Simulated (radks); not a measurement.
**Tc¹¹⁺ in [Ar] 3d10 4s2 4p2: an all-electron calculation**

One table from this session's results is given with a row withheld; the runs are named, their logs left out.

Method: scalar-relativistic Kohn-Sham, XLYP, spin-polarised, spherical densities, finite nucleus; open shells are filled with parallel spins first. Code: radks (a radial shooting solver on a logarithmic mesh, Libxc functionals) version 1.

## Starting point

```
element            : technetium (Z = 43)
charge             : +11
electrons          : 32
configuration      : [Ar] 3d10 4s2 4p2
nuclear rms radius : 4.4112 fm
```

The outer shells:

Tc¹¹⁺
```
[Ar] core
3d [↑↓][↑↓][↑↓][↑↓][↑↓]
4s [↑↓]
4p [↑ ][↑ ][  ]
```

Set-up of the first run:

Settings of this run:

```text
Z 43
configuration [Ar] 3d10 4s2 4p2
relativity scalar-relativistic
functional xlyp
spin polarised
nucleus finite rms 4.4112 fm
c 137.035999084
```

On the command line:

```bash
> python run_ks.py task.json out
```

All runs below come from this command, one after another.

One table of the session follows, with a row left open; its other results are not shown here.

It belongs to the step «Orbitals and density». Radial moments (bohr):

```
  level      <r>  outermost maximum (interpolated)  90 % within  nodes
  1s up  0.03428                            0.0223       0.0614      0
1s down  0.03428                            0.0223       0.0614      0
  2s up   0.1495                             0.126        0.231      1
2s down   0.1495                             0.126        0.231      1
  2p up   0.1303                             0.101        0.212      0
2p down   0.1303                             0.101        0.212      0
  3s up   0.4134                             0.371        0.610      2
3s down   0.4133                             0.371        0.609      2
  3p up   0.4136                             0.364        0.624      1
3p down        ?                                 ?            ?      ?
  3d up   0.3939                             0.309        0.626      0
3d down   0.3933                             0.309        0.625      0
  4s up   0.9572                             0.902         1.36      3
4s down   0.9572                             0.899         1.37      3
  4p up    1.010                             0.947         1.45      2
4p down    1.012                             0.944         1.46      2
```

Q: Estimate the row for 3p down from the others.

As computed: <r>: 0.4133; outermost maximum (interpolated): 0.364; 90 % within: 0.623; nodes: 1.

Limits of these values: Open shells are spherical and high-spin; term and fine-structure splittings are not resolved.
